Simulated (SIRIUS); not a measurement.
# BiTe (R-3m) in SIRIUS: reference runs

Aim: a first look at BiTe with PBEsol, on the cell as given.

Everything below comes from runs of SIRIUS 7.10.0. Logs are shortened: lines on timing, memory, paths and dates and some standing lists are left out, and cuts for length are marked. The log counts tension as positive stress, the text compression.

## Step 1: Starting point

Symmetry: R-3m, No. 166, trigonal system. Conventional cell: a = 4.845 Å, b = 4.845 Å, c = 9.952 Å, α = 90.00°, β = 90.00°, γ = 120.00°. Bi (site symmetry -3m) is surrounded by 6 Te at 3.25 Å. Te (site symmetry -3m) has 6 Bi at 3.25 Å as nearest neighbours.

The cell comes from a database or a generator and needn't be the stable form of this composition.

## Step 2: Single point, PBEsol

Contents of sirius.json:

```json
{
  "control": {
    "processing_unit": "cpu",
    "verbosity": 2,
    "num_bands_to_print": 24,
    "print_forces": true,
    "print_stress": true
  },
  "parameters": {
    "electronic_structure_method": "pseudopotential",
    "xc_functionals": ["XC_GGA_X_PBE_SOL", "XC_GGA_C_PBE_SOL"],
    "gk_cutoff": 9.0,
    "pw_cutoff": 18.0,
    "ngridk": [7, 7, 7],
    "shiftk": [0, 0, 0],
    "smearing": "fermi_dirac",
    "smearing_width": 0.0018374661,
    "num_bands": 24,
    "num_mag_dims": 0,
    "num_dft_iter": 100,
    "energy_tol": 1e-08,
    "density_tol": 1e-06
  },
  "iterative_solver": {
    "type": "davidson",
    "min_tolerance": 1e-09,
    "tolerance_scale": [0.1, 0.25]
  },
  "mixer": {
    "type": "anderson",
    "beta": 0.7,
    "max_history": 8
  },
  "settings": {
    "tol_ne": 1e-10,
    "pseudo_grid_cutoff": 6.5
  },
  "unit_cell": {
    "lattice_vectors": [
      [4.578254170594, 2.643256277823, 6.26877326943],
      [-4.578254170594, 2.643256277823, 6.26877326943],
      [0.0, -5.286512555645, 6.26877326943]
    ],
    "atom_coordinate_units": "lattice",
    "atom_types": ["Bi", "Te"],
    "atom_files": {
      "Bi": "Bi.json",
      "Te": "Te.json"
    },
    "atoms": {
      "Bi": [
        [0.5, 0.5, 0.5]
      ],
      "Te": [
        [0.0, 0.0, 0.0]
      ]
    }
  }
}
```

Potentials or basis: PseudoDojo 0.4.1 PBEsol standard (scalar relativistic).

Run with:

```console
upf_to_json Bi.upf
upf_to_json Te.upf
OMP_NUM_THREADS=1 sirius.scf --input=sirius.json --output=out.json --task=0
```

The program printed:

```text
[info] SIRIUS version : 7.10.0
[info] number of MPI ranks           : 1
[info] MPI grid                      : 1 1
[info] maximum number of OMP threads : 1
[fft] FFT context for density and potential
[fft] =====================================
[fft]   comm size                             : 1
[fft]   plane wave cutoff                     : 18
[fft]   grid size                             : 50 50 50   total : 125000
[fft]   grid limits                           : -24 25   -24 25   -24 25
[fft]   number of G-vectors within the cutoff : 22443
[fft]   local number of G-vectors             : 22443
[fft]   number of G-shells                    : 4074
[fft] FFT context for coarse grid
[fft] =====================================
[fft]   comm size                             : 1
[fft]   plane wave cutoff                     : 18
[fft]   grid size                             : 50 50 50   total : 125000
[fft]   grid limits                           : -24 25   -24 25   -24 25
[fft]   number of G-vectors within the cutoff : 22443
[fft]   local number of G-vectors             : 22443
[fft]   number of G-shells                    : 4074
[unit cell] lattice vectors
[unit cell]   a1 :       4.5782541706      2.6432562778      6.2687732694
[unit cell]   a2 :      -4.5782541706      2.6432562778      6.2687732694
[unit cell]   a3 :       0.0000000000     -5.2865125556      6.2687732694
[unit cell] reciprocal lattice vectors
[unit cell]   b1 :       0.6861988296      0.3961770790      0.3340996735
[unit cell]   b2 :      -0.6861988296      0.3961770790      0.3340996735
[unit cell]   b3 :       0.0000000000     -0.7923541580      0.3340996735
[unit cell] unit cell volume :       455.16932364 [a.u.^3]
[unit cell] 1/sqrt(omega)    :         0.04687200
[unit cell] MT volume        :         0.00000000 ( 0.00%)
[unit cell] IT volume        :       455.16932364 (100.00%)
[unit cell] number of atom types : 2
[unit cell] type id : 0 symbol : Bi mt_radius :  14.710000 num_atoms : 1
[unit cell] type id : 1 symbol : Te mt_radius :  12.930000 num_atoms : 1
[unit cell] total number of atoms : 2
[unit cell] number of symmetry classes : 2
[unit cell] number of PAW atoms : 0
[unit cell] atom id  type id  class id             position                      vector_field
[unit cell] ------------------------------------------------------------------------------------------
[unit cell]      0        0        0      0.50000   0.50000   0.50000      0.00000   0.00000   0.00000
[unit cell]      1        1        1      0.00000   0.00000   0.00000      0.00000   0.00000   0.00000
[unit cell] atom id         position (Cartesian, a.u.)
[unit cell] ---------------------------------------------
[unit cell]      0       0.000000    0.000000    9.403160
[unit cell]      1       0.000000    0.000000    0.000000
[unit cell] class id : 0 atom id : 0
[unit cell] class id : 1 atom id : 1
[unit cell] minimum bond length:     6.145860
[unit cell] total number of pseudo wave-functions: 18
[sym] space group number   : 166
[sym] international symbol : R-3m
[sym] Hall symbol          : -R 3 2"
[sym] space group transformation matrix :
[sym]   0.6667 -0.3333 -0.3333
[sym]   0.3333  0.3333 -0.6667
[sym]   0.3333  0.3333  0.3333
[sym] space group origin shift :
[sym]   0.0000  0.0000  0.0000
[sym] number of space group operations  : 12
[sym] number of magnetic group operations : 12
[sym] metric tensor error: 1.8811e-10
[sym] rotation matrix error: 7.6633e-12
[sym] symmetry operations
[... list of symmetry operations ...]
[atom type] label          : Bi
[... 265 lines left out ...]
[diagonalize] ik:    1   -1.000985   -1.000984   -0.999792   -0.999785   -0.999308   -0.486416   -0.486404   -0.485982   -0.485893   -0.485358   -0.125381    0.043277    0.262010    0.267274    0.303408    0.410615    0.430530    0.434784    0.523919    0.531035    0.600768    0.627670    0.649184    0.657335
[diagonalize] ik:    2   -1.000981   -1.000981   -0.999794   -0.999770   -0.999305   -0.486429   -0.486387   -0.486061   -0.485794   -0.485302   -0.106578    0.006033    0.274425    0.284171    0.306144    0.368149    0.385305    0.403334    0.554737    0.555430    0.642100    0.682674    0.720256    0.730276
[diagonalize] ik:    3   -1.000979   -1.000978   -0.999795   -0.999758   -0.999303   -0.486449   -0.486395   -0.486103   -0.485736   -0.485226   -0.076627   -0.036755    0.292050    0.294991    0.321425    0.335448    0.348443    0.379268    0.589301    0.602839    0.641920    0.676980    0.727486    0.797629
[diagonalize] ik:    4   -1.000986   -1.000983   -0.999789   -0.999782   -0.999308   -0.486454   -0.486381   -0.485980   -0.485844   -0.485363   -0.122810    0.042222    0.243749    0.273143    0.311134    0.368149    0.446439    0.460828    0.507844    0.549726    0.590438    0.609994    0.629457    0.701369
[diagonalize] ...
[diagonalize] ik:   39   -1.000986   -1.000980   -0.999761   -0.999746   -0.999307   -0.486671   -0.486506   -0.485665   -0.485441   -0.485373   -0.057186   -0.023914    0.204519    0.209518    0.286184    0.333331    0.415364    0.446457    0.554239    0.648779    0.679178    0.732868    0.776514    0.809347
[diagonalize] ik:   40   -1.000986   -1.000976   -0.999769   -0.999751   -0.999305   -0.486669   -0.486423   -0.485745   -0.485546   -0.485314   -0.046334   -0.034113    0.181912    0.195761    0.284807    0.357934    0.467029    0.504706    0.563351    0.582950    0.700039    0.710098    0.741195    0.797739
[diagonalize] ik:   41   -1.000988   -1.000978   -0.999763   -0.999746   -0.999307   -0.486709   -0.486464   -0.485687   -0.485429   -0.485359   -0.050482   -0.027415    0.182120    0.226525    0.244074    0.391354    0.405512    0.468195    0.548630    0.649084    0.684952    0.743034    0.791844    0.810909
[diagonalize] ik:   42   -1.000985   -1.000985   -0.999747   -0.999747   -0.999310   -0.486634   -0.486634   -0.485458   -0.485448   -0.485448   -0.065201   -0.021533    0.274564    0.274564    0.283443    0.310453    0.324785    0.324785    0.618797    0.668018    0.668018    0.719340    0.775525    0.775525
[diagonalize] ik:   43   -1.000986   -1.000983   -0.999748   -0.999747   -0.999309   -0.486655   -0.486604   -0.485466   -0.485450   -0.485439   -0.050017   -0.034512    0.223472    0.260031    0.263862    0.335539    0.343974    0.389598    0.624154    0.646587    0.669221    0.741698    0.775588    0.784661
[find] Charges and magnetic moments
[find] --------------------------------------------------------------------------------
[find] total charge          : 31.000000
[find] Energy
[find] --------------------------------------------------------------------------------
[find] valence_eval_sum               :     -13.20481629
[find] <rho|V^{XC}>                   :     -27.46318273
[find] <rho|E^{XC}>                   :     -45.82464981
[find] <mag|B^{XC}>                   :       0.00000000
[find] <rho|V^{H}>                    :      86.13454091
[find] one-electron contribution      :     -71.87617447 (Ha),    -143.75234895 (Ry)
[find] hartree contribution           :      43.06727046
[find] xc contribution                :     -45.82464981
[find] ewald contribution             :    -111.97889374
[find] PAW contribution               :       0.00000000
[find] smearing (-TS)                 :      -0.00043700
[find] SCF correction                 :      -0.00000251
[find] Total energy                   :    -186.61245007 (Ha),    -373.22490015 (Ry)
[find] Free energy (E-TS)             :    -186.61288707 (Ha),    -373.22577414 (Ry)
[find] band gap (eV)                  :       0.00000000
[find] Efermi                         :       0.36423380
[find] iteration : 9, RMS : 7.665178391469e-08, energy difference : 1.837463514676e-09
[find] Hartree energy of density residual : 9.971588229875e-13
[find] bands are converged : true
[find] iterative solver converged : true
[find] converged after 10 SCF iterations!
[find] Charges and magnetic moments
[find] --------------------------------------------------------------------------------
[find] total charge          : 31.000000
[find] Energy
[find] --------------------------------------------------------------------------------
[find] valence_eval_sum               :     -13.20481629
[find] <rho|V^{XC}>                   :     -27.46318273
[find] <rho|E^{XC}>                   :     -45.82464981
[find] <mag|B^{XC}>                   :       0.00000000
[find] <rho|V^{H}>                    :      86.13454091
[find] one-electron contribution      :     -71.87617447 (Ha),    -143.75234895 (Ry)
[find] hartree contribution           :      43.06727046
[find] xc contribution                :     -45.82464981
[find] ewald contribution             :    -111.97889374
[find] PAW contribution               :       0.00000000
[find] smearing (-TS)                 :      -0.00043700
[find] SCF correction                 :      -0.00000251
[find] Total energy                   :    -186.61245007 (Ha),    -373.22490015 (Ry)
[find] Free energy (E-TS)             :    -186.61288707 (Ha),    -373.22577414 (Ry)
[find] band gap (eV)                  :       0.00000000
[find] Efermi                         :       0.36423380
[ground_state] === stress tensor components [kbar] ===
[ground_state] === stress_kin ===
[ground_state] -41338.054834   -0.000000   -0.000000
[ground_state]    -0.000000-41338.054833    0.000000
[ground_state]    -0.000000    0.000000-41394.927935
[ground_state] === stress_har ===
[ground_state] -9810.414689   -0.000000   -0.000000
[ground_state]    -0.000000-9810.414689    0.000000
[ground_state]    -0.000000    0.000000-8216.782052
[ground_state] === stress_ewald ===
[ground_state] 23211.443657    0.000000    0.000000
[ground_state]     0.00000023211.443656   -0.000000
[ground_state]     0.000000   -0.00000025957.481795
[ground_state] === stress_vloc ===
[ground_state]   667.999303    0.000000   -0.000000
[ground_state]     0.000000  667.999303   -0.000000
[ground_state]    -0.000000   -0.000000-3575.681802
[ground_state] === stress_xc ===
[ground_state] -11741.322724   -0.000000   -0.000000
[ground_state]    -0.000000-11741.322724    0.000000
[ground_state]    -0.000000    0.000000-11740.904709
[ground_state] === stress_core ===
[ground_state] 17790.299642    0.000000    0.000000
[ground_state]     0.00000017790.299642   -0.000000
[ground_state]     0.000000   -0.00000017790.342773
[ground_state] === stress_nonloc ===
[ground_state] 21243.211248    0.000000    0.000000
[ground_state]     0.00000021243.211248   -0.000000
[ground_state]     0.000000   -0.00000021202.022126
[ground_state] === stress_us_nl ===
[ground_state] 21243.211248    0.000000    0.000000
[ground_state]     0.00000021243.211248   -0.000000
[ground_state]     0.000000   -0.00000021202.022126
[ground_state] === stress_total ===
[ground_state]    23.161603    0.000000    0.000000
[ground_state]     0.000000   23.161603   -0.000000
[ground_state]     0.000000   -0.000000   21.550196
[ground_state] ==== total Forces in Ha/bohr =====
[ground_state] atom:    0, force:       0.0000000      0.0000000      0.0000000
[ground_state] atom:    1, force:       0.0000000      0.0000000      0.0000000
[ground_state] ==== ultrasoft contribution from Qij =====
[ground_state] atom:    0, force:       0.0000000      0.0000000      0.0000000
[ground_state] atom:    1, force:       0.0000000      0.0000000      0.0000000
[ground_state] ==== non-local contribution from Beta-projector =====
[ground_state] atom:    0, force:       0.0000000      0.0000000      0.0000000
[ground_state] atom:    1, force:       0.0000000      0.0000000      0.0000000
[ground_state] ==== contribution from local potential =====
[ground_state] atom:    0, force:       0.0000000      0.0000000      0.0000000
[ground_state] atom:    1, force:       0.0000000      0.0000000      0.0000000
[ground_state] ==== contribution from core density =====
[ground_state] atom:    0, force:       0.0000000      0.0000000      0.0000000
[ground_state] atom:    1, force:       0.0000000      0.0000000      0.0000000
[ground_state] ==== Ewald forces from ions =====
[ground_state] atom:    0, force:       0.0000000      0.0000000      0.0000000
[ground_state] atom:    1, force:       0.0000000      0.0000000      0.0000000
[~DFT_ground_state] local op. applied: 25629
[~DFT_ground_state] evp. work count: 4281.62
[~DFT_ground_state] number of iterative solver steps: 1900
```

Run time: 2.1 min. Hardware: 1 thread of Arm Neoverse V1, shared host; peak memory 0.7 GiB.

What came out:

* Free energy: -5077.9953 eV
* Pressure: -2.3 GPa
* Band gap on the k mesh: none (metal or under the smearing width)

Caveat: spin-orbit coupling is left out, which moves the levels of the heavy elements.
